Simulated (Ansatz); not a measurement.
# TiZn3: properties at the relaxed cell

The task here is to estimate one member of a computed series from the others.

Computed with Ansatz 0.2.0 (DFT r2SCAN, scalar-relativistic, plane waves, PAW, unless a step's input says otherwise).

1 further run of the same task is left out (set aside as unsound or not needed).

## Starting point

It takes space group Pm-3m (No. 221, cubic). The conventional cell has a = 3.879 Å, b = 3.879 Å, c = 3.879 Å, α = 90.00°, β = 90.00°, γ = 90.00°. Around Ti (site symmetry m-3m) lie 12 Zn at 2.74 Å. Around Zn (site symmetry 4/mmm) lie 4 Ti at 2.74 Å and 8 Zn at 2.74 Å.

Coordinates:

```cif
data_structure
_symmetry_space_group_name_H-M 'P 1'
_symmetry_Int_Tables_number 1
_cell_length_a 3.8786
_cell_length_b 3.8786
_cell_length_c 3.8786
_cell_angle_alpha 90.000
_cell_angle_beta 90.000
_cell_angle_gamma 90.000
_cell_volume 58.35
loop_
_atom_site_label
_atom_site_type_symbol
_atom_site_fract_x
_atom_site_fract_y
_atom_site_fract_z
_atom_site_occupancy
Ti1 Ti 0.00000 0.00000 0.00000 1
Zn1 Zn 0.00000 0.50000 0.50000 1
Zn2 Zn 0.50000 0.00000 0.50000 1
Zn3 Zn 0.50000 0.50000 0.00000 1
```

This cell was relaxed beforehand with the same method: volume 14.59 Å³/atom, gap on the mesh none (metal).

The first run:

File input.yaml:

```yaml
crystal:
  lattice:
    - [3.8786029298, 0.0, 0.0]
    - [0.0, 3.8786029298, 0.0]
    - [0.0, 0.0, 3.8786029298]
  atoms:
    - { symbol: Ti, position: [0.0, 0.0, 0.0] }
    - { symbol: Zn, position: [0.0, 0.5, 0.5] }
    - { symbol: Zn, position: [0.5, 0.0, 0.5] }
    - { symbol: Zn, position: [0.5, 0.5, 0.0] }
basis:
  ecutwfc: 500
kpoints:
  mp_grid: { grid: [10, 10, 10] }
  band_path:
    path:
      - [[0.0, 0.0, 0.0], [0.0, 0.5, 0.0], [0.5, 0.5, 0.0], [0.0, 0.0, 0.0], [0.5, 0.5, 0.5], [0.0, 0.5, 0.0]]
      - [[0.5, 0.5, 0.5], [0.5, 0.5, 0.0]]
    npoints: 14
hamiltonian:
  xc: r2scan
scf:
  occupations: { method: gaussian, width: 0.1 }
  n_extra_bands: 10
output:
  forces: true
  stress: true
  eigenvalues: true
  populations: true
  dos: { projected: true, de: 0.02, nscf_kmesh: { grid: [15, 15, 15] } }
  bader: true
  write_density: true
  write_potential: true
  elf: true
  volumetric_format: npy
```

On the command line:

```console
> ansatz run input.yaml --threads 1 --pin off --max-ram 2560MiB --backend cpu --events-out ev --progress --plain --runs-dir out
```

Steps of the session up to this table: Bands, states and charges; Back to the database's cell; The cell scaled to 0.97 of its volume; Point at V/V0 = 1.03; The cell scaled to 0.94 of its volume; Volume × 1.06; The cell scaled to 0.91 of its volume; Volume × 1.10; Point at V/V0 = 0.88.

One table of the session follows, with a row left open; its other results are not shown here.

It belongs to the step «Equation of state». 

| volume (Å³/atom) | energy above the lowest point (meV/atom) | pressure (GPa) |
| --- | --- | --- |
| 12.837 | 93.1 | 19.24 |
| 13.274 | 49.1 | 13.15 |
| 13.712 | 20.5 | 8.01 |
| 14.149 | ? | ? |
| 14.587 | 0.0 | -0.02 |
| 15.025 | 4.5 | -3.13 |
| 15.462 | 16.8 | -5.77 |
| 16.046 | 43.3 | -8.65 |

Estimate the missing values for volume (Å³/atom) = 14.149.

Worked estimate for «energy above the lowest point (meV/atom)». A straight line through the neighbours (13.712, 20.5) and (14.587, 0.0) gives 20.5 + (0.0 − 20.5) × (14.149 − 13.712) / (14.587 − 13.712) = 10.3; a parabola fitted to 4 rows on both sides gives 4.8.

The run gave: energy above the lowest point (meV/atom): 4.8; pressure (GPa): 3.66. In «energy above the lowest point (meV/atom)» the line misses by +5.5 and the parabola by 0.0.

To keep in mind: The projections leave out shells that the potentials don't hold, such as empty d states.
